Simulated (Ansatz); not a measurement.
The system is CuSn3.

```
CELL_PARAMETERS angstrom
-2.23990 2.23990 4.87070
2.23990 -2.23990 4.87070
2.23990 2.23990 -4.87070
ATOMIC_POSITIONS crystal
Sn 0.50000 0.50000 0.00000
Sn 0.25000 0.75000 0.50000
Sn 0.75000 0.25000 0.50000
Cu 0.00000 0.00000 0.00000
```

The cell comes from a database or a generator and needn't be the stable form of this composition.

Base run:

* Program: Ansatz 0.2.0
* Functional: PBEsol
* Potentials or basis: all-electron LAPW, scalar-relativistic
* Cutoff: 188 eV
* Density cutoff: 751 eV
* Basis error allowed: 0.001 eV/atom
* k mesh: 8 × 8 × 8
* Occupations: fermi-dirac, width 0.05 eV
* Spin: no spin polarisation

Its results: pressure -4.1 GPa.

Task: After a change of settings the same cell gave: pressure -1.0 GPa. Which change was it?
A. functional from PBEsol to LDA; basis error allowed from 0.001 eV/atom to 0.002 eV/atom
B. basis error allowed from 0.001 eV/atom to 0.002 eV/atom
C. functional from PBEsol to PBE; basis error allowed from 0.001 eV/atom to 0.002 eV/atom

Result: C.

Not every run made on this cell is shown here.
